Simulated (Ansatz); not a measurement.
# doublet GeS− at 6 levels

We compute a comparison of 6 runs (UHF/3-21G, UB3LYP/6-31G*, UB2PLYP/aug-cc-pVTZ, RPA@PBE0/aug-cc-pVTZ, UMP2/aug-cc-pVTZ, UBCCD(T)/aug-cc-pVTZ) of doublet GeS−. 

The calculation is run with Ansatz 0.2.0.

30 further runs of the same task are left out: 30 set aside as unsound or not needed.

**1. The structure to begin with**

GeS−: 2 atoms, total charge -1, spin state doublet. As SMILES of the parent species, `[S+]#[Ge-]`. The bond length is the one measured for the parent species. That shape belongs to the parent species and isn't relaxed for this state.

Bond lengths: S1–Ge2 2.012 Å.

**2. A single-point energy at UHF/3-21G (run 1)**

Contents of in.yaml:

```yaml
crystal:
  periodic: [false, false, false]
  atoms:
    - symbol: S
      position_ang: [0.000000, 0.000000, 0.000000]
    - symbol: Ge
      position_ang: [0.000000, 0.000000, 2.012086]
basis:
  gaussian: {orbitals: 3-21G-spherical.json}
total_charge: -1
magnetization: {spin_polarized: true, initial_magnetization: 1}
hamiltonian: {xc: hf}
accuracy: high
output: {orbitals: {seedname: orbitals}}
```

The basis set 3-21G is read from a file made from the Basis Set Exchange's data (not shown).

Run with:

```console
$ ansatz run in.yaml --threads 1 --pin off --max-ram 3480MiB --events-out events.jsonl --progress --plain --runs-dir runs
```

Standard output:

```text
Warning: RAYON_NUM_THREADS=1 ignored (pool sized by the plan → 1); use --threads N
Functional definition: HF
  name "HF"
  exchange = exact_x
  correlation = 0
548 factors; integrals over basis functions are off by at most 4.2e-9 eV
mean field evaluation 1: about -66964.9000 eV, gradient 6.2e0 eV
mean field evaluation 2: about -66964.9151 eV, gradient 6.2e0 eV
mean field evaluation 4: about -66965.3290 eV, gradient 6.9e-1 eV
mean field evaluation 8: about -66965.3506 eV, gradient 8.0e-2 eV
mean field evaluation 16: about -66965.3511 eV, gradient 6.8e-8 eV
mean field evaluation 32: about -66953.0401 eV, gradient 2.6e1 eV
mean field -66965.35114684 eV, -2460.9312639013 hartree, gradient 6.8e-8 eV, S^2 0.761724; 0 other end points of the search recorded, 0 dependent functions left out
reference -66965.35114684 eV, -2460.9312639013 hartree; 25, 24 occupied and 10, 11 virtual orbitals, 548 factors
Total energy: -66965.35114684 eV, -2460.9312639013 hartree
```

Wall time 0.71 s (1 thread of Arm Neoverse V1, shared host).

**3. A single-point energy at UB3LYP/6-31G(d) (spherical functions) (run 2)**

Contents of molecule.yaml:

```yaml
basis:
  gaussian:
    orbitals: 6-31G_st_-spherical.json
crystal:
  periodic: [false, false, false]
  atoms:
    - {symbol: S, position_ang: [0.000000, 0.000000, 0.000000]}
    - {symbol: Ge, position_ang: [0.000000, 0.000000, 2.012086]}
total_charge: -1
magnetization:
  spin_polarized: true
  initial_magnetization: 1
hamiltonian:
  xc: {name: B3LYP}
accuracy: high
output:
  orbitals: {seedname: orbitals}
```

The basis set 6-31G* is read from a file made from the Basis Set Exchange's data (not shown).

Run with:

```console
$ ansatz run molecule.yaml --threads 1 --pin off --max-ram 3480MiB --events-out events.jsonl --progress --plain --runs-dir runs
```

Standard output:

```text
Warning: RAYON_NUM_THREADS=1 ignored (pool sized by the plan → 1); use --threads N
Functional definition: B3LYP
  name "B3LYP"
  parameter a0 = 0.2
  parameter ax = 0.72
  parameter ac = 0.81
  exchange = (1 - a0 - ax)*slater_x + ax*b88_x + a0*exact_x
  correlation = (1 - ac)*vwn_rpa_c + ac*lyp_c
858 factors; integrals over basis functions are off by at most 4.3e-9 eV
mean field evaluation 1: about -67347.3191 eV, gradient 1.3e1 eV
mean field evaluation 2: about -67346.3995 eV, gradient 1.7e1 eV
mean field evaluation 4: about -67348.0770 eV, gradient 8.9e-1 eV
mean field evaluation 8: about -67348.1169 eV, gradient 4.1e-2 eV
mean field evaluation 16: about -67348.1170 eV, gradient 2.5e-5 eV
mean field evaluation 32: about -67348.1170 eV, gradient 1.3e-8 eV
mean field -67348.11699229 eV, -2474.9976492735 hartree, gradient 3.9e-8 eV, S^2 0.752023; 1 other end points of the search recorded, 0 dependent functions left out
reference -67348.11701752 eV, -2474.9976502006 hartree; 25, 24 occupied and 25, 26 virtual orbitals, 858 factors
Total energy: -67348.11701752 eV, -2474.9976502006 hartree
```

It took 7.5 s on 1 thread of Arm Neoverse V1, shared host; peak memory 0.18 GiB.

Runs 3 to 5 aren't shown in full; the table further down has their settings and results.

**4. The energy at UBCCD(T)/aug-cc-pVTZ (run 6)**

Contents of job.yaml:

```yaml
basis:
  gaussian: {orbitals: aug-cc-pVTZ}
crystal:
  periodic: [false, false, false]
  atoms:
    - {symbol: S, position_ang: [0.000000, 0.000000, 0.000000]}
    - {symbol: Ge, position_ang: [0.000000, 0.000000, 2.012086]}
total_charge: -1
magnetization: {spin_polarized: true, initial_magnetization: 1}
correlation: {method: bccd_t, frozen_orbitals: {Ge: 9, S: 5}}
accuracy: high
scf: {omitted_lower_state_checks: [cluster_reference, increment]}
```

Run with:

```console
$ ansatz run job.yaml --threads 1 --pin off --max-ram 3480MiB --events-out events.jsonl --progress --plain --runs-dir runs
```

Standard output:

```text
Warning: RAYON_NUM_THREADS=1 ignored (pool sized by the plan → 1); use --threads N
[... 15 lines left out ...]
14 core orbitals not correlated: weight in the atoms' cores, before any rotation towards them, 1.000 or more for the frozen orbitals, at most 0.000 for the correlated occupied ones
[... 30 lines left out ...]
Total energy: -67304.10485758 eV, -2473.3802331552 hartree
Checks for a lower state left out: cluster_reference, increment
```

Run time: 61 s. Hardware: 1 thread of Arm Neoverse V1, shared host; peak memory 1.3 GiB.

**5. Overview of the runs**

| run | level | frozen core orbitals | energy (Eh) | ⟨S²⟩ | wall time |
| --- | --- | --- | --- | --- | --- |
| 1 | UHF/3-21G | – | -2460.931264 | 0.762 | 0.71 s |
| 2 | UB3LYP/6-31G* (spherical functions) | – | -2474.997650 | 0.752 | 7.5 s |
| 3 | UB2PLYP/aug-cc-pVTZ | 14 | -2474.796145 | 0.757 | 23 s |
| 4 | RPA@PBE0/aug-cc-pVTZ | 14 | -2473.491375 | 0.755 | 30 s |
| 5 | UMP2/aug-cc-pVTZ | 14 | -2473.340515 | 0.769 | 15 s |
| 6 | UBCCD(T)/aug-cc-pVTZ | 14 | -2473.380233 | 0.769 | 61 s |

**6. Summary of results**

| quantity | value |
| --- | --- |
| run 6: total energy | -2473.38023 Eh |
| run 6: correlation energy (14 core orbitals frozen) | -382.5 mEh |
| run 6: (T) correction | -23.40 mEh |
| run 6: ⟨S²⟩ of the reference determinant | 0.769 |

**Reading.** Totals of different functionals can't be ranked against each other. In runs 2, 3 the HOMO lies above zero, so the outermost electron may be held by the basis alone. All runs together took 2.3 min, the longest 61 s.
